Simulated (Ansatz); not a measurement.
Task: a comparison of dispersion corrections of C₂H₉BOSi, SMILES BOC(C)[SiH3], with Ansatz's Python interface. Give the script and its output. Use (for the species named): B3LYP, def2-SVP basis, multiplicity 1, D3BJ dispersion.

```
atom    x (Å)    y (Å)    z (Å)
   B  -1.6168   1.5708   0.1717
   O  -1.2518   0.2601  -0.2561
   C   0.0236  -0.0129   0.2020
   C   1.1822   0.4808  -0.7911
  Si   0.2086  -1.8789   0.4068
   H  -2.2337   1.7866   1.1826
   H  -1.4278   2.5440  -0.5389
   H   0.3074   0.4333   1.2189
   H   0.9313   0.0392  -1.7462
   H   2.1303   0.1967  -0.4193
   H   1.0545   1.5758  -0.8599
   H  -0.7743  -2.3271   1.4143
   H   1.5047  -2.1777   0.8955
   H  -0.0511  -2.5200  -0.8515
```

`c2h9bosi.py`
```python
# -*- coding: utf-8 -*-
'''Dispersion corrections for C2H9BOSi.'''

import warnings

import ansatz as az

BASIS_SET = 'def2-SVP'

GEOMETRY = '''
B    -1.61680    1.57080    0.17170
O    -1.25180    0.26010   -0.25610
C     0.02360   -0.01290    0.20200
C     1.18220    0.48080   -0.79110
Si    0.20860   -1.87890    0.40680
H    -2.23370    1.78660    1.18260
H    -1.42780    2.54400   -0.53890
H     0.30740    0.43330    1.21890
H     0.93130    0.03920   -1.74620
H     2.13030    0.19670   -0.41930
H     1.05450    1.57580   -0.85990
H    -0.77430   -2.32710    1.41430
H     1.50470   -2.17770    0.89550
H    -0.05110   -2.52000   -0.85150
'''

warnings.simplefilter('ignore', az.DeckWarning)

c2h9bosi = az.Crystal.molecule()
for line in GEOMETRY.strip().splitlines():
    symbol, *xyz = line.split()
    c2h9bosi = c2h9bosi.atom(symbol, [float(v) for v in xyz])

setup = c2h9bosi.calculation().basis(gaussian=BASIS_SET)
for name in ['b3lyp', 'pbe0']:
    for correction in ('d3bj', 'd4'):
        report = setup.functional(name, dispersion=correction).run(threads=1, pin='off').report
        print(f'{name:8s} {correction:5s} total {report["free_energy_ev"]:.5f} eV, of which dispersion {1000 * report["dispersion"]["energy"]["ev"]:.2f} meV')
```

Output of `python c2h9bosi.py`:
```text
b3lyp    d3bj  total -12816.10457 eV, of which dispersion -506.82 meV
b3lyp    d4    total -12816.05161 eV, of which dispersion -453.86 meV
pbe0     d3bj  total -12805.69761 eV, of which dispersion -255.86 meV
pbe0     d4    total -12805.68181 eV, of which dispersion -240.06 meV
```

Reading the output:
- Total energies depend on the basis set; only differences at equal settings carry meaning.
- The geometry is a force-field or estimated start, not a minimum of this method, and the basis set is short of its limit. D4 holds the three-body term, and d3bj doesn't.
- b3lyp holds the VWN-RPA fit, as in Gaussian; the form of ORCA and Turbomole is b3lyp5.
- It ran for 17 s on 1 thread of Arm Neoverse V1 (shared host), peak memory 0.28 GiB.
